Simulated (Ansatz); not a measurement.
Consider a convergence test of the plane-wave cutoff of Li₃Mg, space group I4/mmm (Ansatz 0.2.0, Python API).

`li3mg_ecut.py`
```python
# -*- coding: utf-8 -*-
"""Cutoff test for Li3Mg."""

import argparse
import warnings

import ansatz as az
from pymatgen.core import Lattice, Structure
from pymatgen.io.ase import AseAtomsAdaptor
from tabulate import tabulate

parser = argparse.ArgumentParser(description="Cutoff test for Li3Mg.")
parser.add_argument("--functional", required=True, help="exchange-correlation functional")
parser.add_argument("--smearing-width", type=float, default=0.15, help="smearing width (eV)")
args = parser.parse_args()

warnings.simplefilter("ignore", az.DeckWarning)

pmg_structure = Structure(
    Lattice([[-2.15793, 2.15793, 4.2782], [2.15793, -2.15793, 4.2782], [2.15793, 2.15793, -4.2782]]),
    ["Li", "Li", "Li", "Mg"],
    [
        [0.5, 0.5, 0.0],
        [0.25, 0.75, 0.5],
        [0.75, 0.25, 0.5],
        [0.0, 0.0, 0.0],
    ],
)
system = az.Crystal.from_ase(AseAtomsAdaptor.get_atoms(pmg_structure))

calculation = system.calculation()
calculation = calculation.kpoints(8, center="gamma")
calculation = calculation.functional(args.functional)
calculation = calculation.occupations(az.OccupationsMethod.FERMI_DIRAC, width=args.smearing_width)

rows = []
for value in [250, 325, 400, 475, 550]:
    summary = calculation.basis(value).run().report
    rows.append((value, summary["free_energy_ev"] / len(summary["lattice"]["sites"]), summary["n_iterations"], summary["n_pw"]))

print(tabulate(rows, headers=["cutoff (eV)", "F/atom (eV)", "iterations", "plane waves"], floatfmt=".4f", tablefmt="simple"))

# differences from the last row
for row in rows[:-1]:
    shift = 1000 * (row[1] - rows[-1][1])
    print(f"{row[0]}: {shift:+.2f} meV/atom" + ("  (within 1 meV)" if abs(shift) < 1 else ""))
```

From which cutoff on is the energy per atom within 1 meV of the last row, and how does it get there?

From 400 eV on it stays within 1 meV an atom of the value at 550 eV; the first row (250 eV) is off by 82.5 meV and the last but one by 0.35 meV. The energy falls steadily, as expected when plane waves are added. The last run costs about 2.1 times the first.

The run itself:

```console
$ python li3mg_ecut.py --functional r2scan
  cutoff (eV)    F/atom (eV)    iterations    plane waves
-------------  -------------  ------------  -------------
          250      -635.4057             7            711
          325      -635.4844             6           1057
          400      -635.4875             6           1441
          475      -635.4879             6           1855
          550      -635.4883             6           2373
250: +82.54 meV/atom
325: +3.88 meV/atom
400: +0.76 meV/atom  (within 1 meV)
475: +0.35 meV/atom  (within 1 meV)
```

Caveats:
- The mesh is modest for a metal, so energies can be off by several to tens of meV an atom and pressures by half a GPa or more; differences at equal mesh fare better.
- The smearing is wide enough that free energy and stress hold a thermal part of the electrons.
- The structure comes from a database of computed cells and needn't be a stable or known phase.
- Shifts are counted from the last row, which is itself no proven limit.
- The script silences the warnings on its input, which a real study should read.
- Run time: 25 s on 1 thread of Intel(R) Xeon(R) Processor @ 2.30GHz, with other jobs on the host, peak memory 0.9 GiB.
